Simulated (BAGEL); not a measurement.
**CASPT2(11,9)/def2-TZVPP (density fitting with cc-pvqz-jkfit) run of GaHF (SMILES [F][GaH])**

What is the vertical ionisation energy of GaHF at CASPT2(11,9)/def2-TZVPP (density fitting with cc-pvqz-jkfit)? 

Program for the calculation: BAGEL 1.2.2.

2 further runs of the same task are left out: 2 set aside as unsound or not needed. Runs told in other sessions of the task aren't counted.

### Step 1. Starting point

The species is GaHF (3 atoms), meant as a doublet with charge 0. SMILES: `[F][GaH]`. The shape is that of a PBE0-D4/def2-TZVP optimisation.

Bond lengths: F1–Ga2 1.767 Å, Ga2–H3 1.610 Å. Angles: F1–Ga2–H3 114.1°.

### Step 2. The energy at CASPT2(11,9)/def2-TZVPP (density fitting with cc-pvqz-jkfit)

The input, input.json:

```json
{ "bagel": [

{
  "title": "molecule",
  "basis": "tzvpp",
  "df_basis": "cc-pvqz-jkfit",
  "angstrom": true,
  "geometry": [
    { "atom": "F", "xyz": [      -1.252000,       0.451400,      -0.644800 ] },
    { "atom": "Ga", "xyz": [       0.292400,       0.469800,       0.214100 ] },
    { "atom": "H", "xyz": [       0.948600,      -0.985900,       0.417400 ] }
  ]
},

{
  "title": "hf",
  "charge": 1
},

{
  "title": "casscf",
  "nstate": 1,
  "nact": 9,
  "nclosed": 15,
  "nspin": 1,
  "maxiter": 200,
  "natocc": true
},

{
  "title": "print",
  "file": "orbitals.molden",
  "orbitals": true
},

{
  "title": "smith",
  "method": "caspt2",
  "ms": true,
  "xms": true,
  "sssr": true,
  "shift": 0.0,
  "ncore": 10
}

]}
```

The run is started by

```
$ BAGEL_NUM_THREADS=1 BAGEL input.json > input.out
```

Output:

```text
* using 1 threads per process

  ===============================================================
  ===============================================================

  *** Geometry ***

  { "atom" : "F", "xyz" : [     -2.365937,      0.853022,     -1.218495 ] },
  { "atom" : "Ga", "xyz" : [      0.552556,      0.887793,      0.404590 ] },
  { "atom" : "H", "xyz" : [      1.792594,     -1.863081,      0.788772 ] },

  Number of auxiliary basis functions:      375

  Since a DF basis is specified, we compute 2- and 3-index integrals:
    o Being stored without compression. Storage requirement is 0.026 GB

  Number of basis functions:       93
  Number of electrons      :       41

    * METHOD: MOLECULE                             0.17

  *** RHF ***

  === Nuclear Repulsion ===
    95.4131372321

      * DIIS with orbital gradients will be used.

  === RHF iteration (tzvpp) ===
      0      -2022.79111613          0.02444813           0.05
      1      -2022.84695822          0.02316202           0.05
      2      -2023.00015823          0.00141423           0.05
      3      -2023.00168968          0.00031007           0.05
      4      -2023.00178287          0.00011962           0.05
      5      -2023.00179365          0.00005863           0.05
      6      -2023.00179699          0.00001851           0.05
      7      -2023.00179744          0.00000326           0.05
      8      -2023.00179745          0.00000166           0.05
      9      -2023.00179745          0.00000040           0.05
     10      -2023.00179745          0.00000006           0.05
     11      -2023.00179745          0.00000002           0.05
     12      -2023.00179745          0.00000001           0.05
    * SCF iteration converged.

    * Permanent dipole moment:
           (   -1.762172,    -0.532980,    -1.036557) a.u.

    * METHOD: HF                                   0.80

  ---------------------------
      CASSCF calculation
  ---------------------------

    * nstate   :      1
    * nclosed  :     15
    * nact     :      9
    * nvirt    :     69
  === CASSCF iteration (tzvpp) ===

    * Using the second-order algorithm

      0  0     -2023.31937300     7.90e-03      0.13

      1  0     -2023.35111816     2.80e-03      0.44

      2  0     -2023.38864061     2.54e-03      0.46

      3  0     -2023.40414045     1.18e-03      0.51

      4  0     -2023.41515327     1.17e-03      0.52

      5  0     -2023.42384759     6.43e-04      0.51

      6  0     -2023.42533794     4.74e-04      0.53

      7  0     -2023.42647976     2.37e-04      0.48

      8  0     -2023.42664533     1.09e-04      0.63

      9  0     -2023.42667667     5.63e-05      0.55

     10  0     -2023.42668024     3.11e-05      0.58

     11  0     -2023.42668091     1.82e-05      0.64

     12  0     -2023.42668121     1.20e-05      0.65

     13  0     -2023.42668139     8.68e-06      0.66
[... 81 lines of this table left out ...]
     54  0     -2023.42668182     2.01e-08      0.50

     55  0     -2023.42668182     1.74e-08      0.48

     56  0     -2023.42668182     1.52e-08      0.48

     57  0     -2023.42668182     1.32e-08      0.47

     58  0     -2023.42668182     1.15e-08      0.47

     59  0     -2023.42668182     1.00e-08      0.46

     60  0     -2023.42668182     8.71e-09      0.46

    * Second-order optimization converged. *

     guess   0:   closed 11111....            open .....1...

  === FCI iteration ===

      0  0     -2023.31888375     6.16e-03      0.01
      1  0     -2023.42102110     1.67e-03      0.01
      2  0     -2023.42630167     4.07e-04      0.01
      3  0     -2023.42664048     1.30e-04      0.01
      4  0     -2023.42667862     3.37e-05      0.01
      5  0     -2023.42668114     1.21e-05      0.01
      6  0     -2023.42668171     5.50e-06      0.01
      7  0     -2023.42668181     2.26e-06      0.01
      8  0     -2023.42668182     7.61e-07      0.01
      9  0     -2023.42668182     2.33e-07      0.01
     10  0     -2023.42668182     9.89e-08      0.01
     11  0     -2023.42668182     3.93e-08      0.01
     12  0     -2023.42668182     1.53e-08      0.01
     13  0     -2023.42668182     4.44e-09      0.01
     14  0     -2023.42668182     1.54e-09      0.01
     15  0     -2023.42668182     4.21e-10      0.01
     16  0     -2023.42668182     1.33e-10      0.01
     17  0 *   -2023.42668182     3.35e-11      0.01

     * ci vector, state   0, <S^2> = 0.7500
       22222a...    -0.9851376777
       2222.a2..    -0.0600634283
       222.2a.2.    -0.0582577353
       22.22a..2    -0.0507334129

    * METHOD: CASSCF                              34.35

    * METHOD: PRINT                                0.02

  === SMITH program ===

    * freezing 10 orbitals

    * Approximate memory requirement for SMITH calulation per MPI process:
      o Storage requirement for T-amplitude, lambda, and residual is 0.01 GB
      o Storage requirement for MO integrals is 0.01 GB
    * Calculating and saving rdm4f

    * Zeroth order energy : state  0       -8.9256990609

    * CASPT2 iteration is performed using redundant basis

      ---- iteration ----

        0    -0.33759242     0.01036953      0.34
        1    -0.34128473     0.00217398      0.35
        2    -0.34162077     0.00049403      0.35
        3    -0.34164547     0.00015681      0.34
        4    -0.34164830     0.00004062      0.34
        5    -0.34164853     0.00001276      0.34
        6    -0.34164856     0.00000365      0.34
        7    -0.34164856     0.00000125      0.34
        8    -0.34164856     0.00000035      0.34

      -------------------

    * CASPT2 energy : state  0    -2023.7683303803
        reference weight              0.9349744460

    * METHOD: SMITH                                6.52

  ===============================================================
```

Wall time 42 s (1 thread of Arm Neoverse V1, shared host); peak memory 0.9 GiB.

### Step 3. The singlet cation, same level

The input, input.json:

```json
{ "bagel" : [

{
  "title" : "molecule",
  "basis" : "tzvpp",
  "df_basis" : "cc-pvqz-jkfit",
  "angstrom" : true,
  "geometry" : [
    { "atom" : "F", "xyz" : [      -1.252000,       0.451400,      -0.644800 ] },
    { "atom" : "Ga", "xyz" : [       0.292400,       0.469800,       0.214100 ] },
    { "atom" : "H", "xyz" : [       0.948600,      -0.985900,       0.417400 ] }
  ]
},

{ "title" : "hf", "charge" : 1 },

{ "title" : "casscf", "nstate" : 1, "nact" : 9, "nclosed" : 15, "charge" : 1, "maxiter" : 200, "natocc" : true },

{ "title" : "print", "file" : "orbitals.molden", "orbitals" : true },

{ "title" : "smith", "method" : "caspt2", "ms" : true, "xms" : true, "sssr" : true, "shift" : 0.0, "ncore" : 10 }

]}
```

The run is started by

```
$ BAGEL_NUM_THREADS=1 BAGEL input.json > input.out
```

Output:

```text
* using 1 threads per process

  ===============================================================
  ===============================================================

  *** Geometry ***

  { "atom" : "F", "xyz" : [     -2.365937,      0.853022,     -1.218495 ] },
  { "atom" : "Ga", "xyz" : [      0.552556,      0.887793,      0.404590 ] },
  { "atom" : "H", "xyz" : [      1.792594,     -1.863081,      0.788772 ] },

  Number of auxiliary basis functions:      375

  Since a DF basis is specified, we compute 2- and 3-index integrals:
    o Being stored without compression. Storage requirement is 0.026 GB

  Number of basis functions:       93
  Number of electrons      :       41

    * METHOD: MOLECULE                             0.17

  *** RHF ***

  === Nuclear Repulsion ===
    95.4131372321

      * DIIS with orbital gradients will be used.

  === RHF iteration (tzvpp) ===
      0      -2022.79111613          0.02444813           0.05
      1      -2022.84695822          0.02316202           0.04
      2      -2023.00015823          0.00141423           0.04
      3      -2023.00168968          0.00031007           0.05
      4      -2023.00178287          0.00011962           0.04
      5      -2023.00179365          0.00005863           0.04
      6      -2023.00179699          0.00001851           0.04
      7      -2023.00179744          0.00000326           0.04
      8      -2023.00179745          0.00000166           0.04
      9      -2023.00179745          0.00000040           0.04
     10      -2023.00179745          0.00000006           0.05
     11      -2023.00179745          0.00000002           0.05
     12      -2023.00179745          0.00000001           0.05
    * SCF iteration converged.

    * Permanent dipole moment:
           (   -1.762172,    -0.532980,    -1.036557) a.u.

    * METHOD: HF                                   0.78

  ---------------------------
      CASSCF calculation
  ---------------------------

    * nstate   :      1
    * nclosed  :     15
    * nact     :      9
    * nvirt    :     69
  === CASSCF iteration (tzvpp) ===

    * Using the second-order algorithm

      0  0     -2023.02045538     2.30e-03      0.19

      1  0     -2023.08679828     4.99e-03      0.51

      2  0     -2023.12937789     1.68e-03      0.51

      3  0     -2023.13565337     2.87e-04      0.58

      4  0     -2023.13673533     2.72e-04      0.56

      5  0     -2023.13752120     2.01e-04      0.51

      6  0     -2023.13755825     1.27e-04      0.56

      7  0     -2023.13756322     6.35e-05      0.57

      8  0     -2023.13756456     3.07e-05      0.59

      9  0     -2023.13756509     1.63e-05      0.57

     10  0     -2023.13756534     1.01e-05      0.57

     11  0     -2023.13756546     7.05e-06      0.57

     12  0     -2023.13756553     5.22e-06      0.57

     13  0     -2023.13756557     3.95e-06      0.59

     14  0     -2023.13756560     3.01e-06      0.59

     15  0     -2023.13756561     2.31e-06      0.61

     16  0     -2023.13756562     1.77e-06      0.61

     17  0     -2023.13756562     1.37e-06      0.60

     18  0     -2023.13756562     1.06e-06      0.61

     19  0     -2023.13756563     8.17e-07      0.62

     20  0     -2023.13756563     6.33e-07      0.62

     21  0     -2023.13756563     4.92e-07      0.61

     22  0     -2023.13756563     3.82e-07      0.61

     23  0     -2023.13756563     2.97e-07      0.57

     24  0     -2023.13756563     2.31e-07      0.56

     25  0     -2023.13756563     1.80e-07      0.57

     26  0     -2023.13756563     1.40e-07      0.56

     27  0     -2023.13756563     1.10e-07      0.55

     28  0     -2023.13756563     8.54e-08      0.55

     29  0     -2023.13756563     6.66e-08      0.52

     30  0     -2023.13756563     5.19e-08      0.52

     31  0     -2023.13756563     4.05e-08      0.54

     32  0     -2023.13756563     3.16e-08      0.54

     33  0     -2023.13756563     2.47e-08      0.51

     34  0     -2023.13756563     1.93e-08      0.51

     35  0     -2023.13756563     1.51e-08      0.49

     36  0     -2023.13756563     1.18e-08      0.49

     37  0     -2023.13756563     9.18e-09      0.49

    * Second-order optimization converged. *

     guess   0:   closed 11111....            open .........

  === FCI iteration ===

      0  0     -2022.99769765     5.12e-03      0.01
      1  0     -2023.12453667     1.73e-03      0.01
      2  0     -2023.13608114     5.75e-04      0.01
      3  0     -2023.13737438     2.15e-04      0.01
      4  0     -2023.13755108     6.37e-05      0.01
      5  0     -2023.13756366     2.08e-05      0.01
      6  0     -2023.13756536     6.93e-06      0.01
      7  0     -2023.13756559     2.82e-06      0.01
      8  0     -2023.13756562     1.19e-06      0.01
      9  0     -2023.13756563     4.19e-07      0.01
     10  0     -2023.13756563     1.65e-07      0.01
     11  0     -2023.13756563     5.40e-08      0.01
     12  0     -2023.13756563     1.63e-08      0.01
     13  0     -2023.13756563     4.50e-09      0.01
     14  0     -2023.13756563     1.61e-09      0.01
     15  0     -2023.13756563     5.08e-10      0.01
     16  0     -2023.13756563     1.53e-10      0.01
     17  0 *   -2023.13756563     4.97e-11      0.01

     * ci vector, state   0, <S^2> = 0.0000
       22222....     0.9661387385
       2222.2...    -0.1724457014
       22.22..2.    -0.0571002090
       2.222...2    -0.0522009392
       222.2.2..    -0.0507682651

    * METHOD: CASSCF                              21.15

    * METHOD: PRINT                                0.02

  === SMITH program ===

    * freezing 10 orbitals

    * Approximate memory requirement for SMITH calulation per MPI process:
      o Storage requirement for T-amplitude, lambda, and residual is 0.01 GB
      o Storage requirement for MO integrals is 0.01 GB
    * Calculating and saving rdm4f

    * Zeroth order energy : state  0      -10.6532661429

    * CASPT2 iteration is performed using redundant basis

      ---- iteration ----

        0    -0.31126336     0.01029996      0.31
        1    -0.31444951     0.00207454      0.32
        2    -0.31468862     0.00042398      0.31
        3    -0.31470079     0.00012514      0.31
        4    -0.31470184     0.00002689      0.32
        5    -0.31470189     0.00000677      0.32
        6    -0.31470189     0.00000166      0.32
        7    -0.31470189     0.00000044      0.33

      -------------------

    * CASPT2 energy : state  0    -2023.4522675179
        reference weight              0.9476982013

    * METHOD: SMITH                                6.69

  ===============================================================
```

It took 29 s on 1 thread of Arm Neoverse V1, shared host; peak memory 1.3 GiB.

### Step 4. Summary of results

At CASPT2(11,9)/def2-TZVPP (density fitting with cc-pvqz-jkfit), 10 core orbitals frozen:

| quantity | value |
| --- | --- |
| doublet GaHF: total energy | -2023.76833 Eh |
| singlet cation: total energy | -2023.45227 Eh |
| vertical ionisation energy (to the singlet cation) | 8.601 eV |

**Reading.** Removing an electron at fixed nuclei costs 8.60 eV (198 kcal/mol). Only the singlet of the ionised species was computed; a triplet could lie lower.
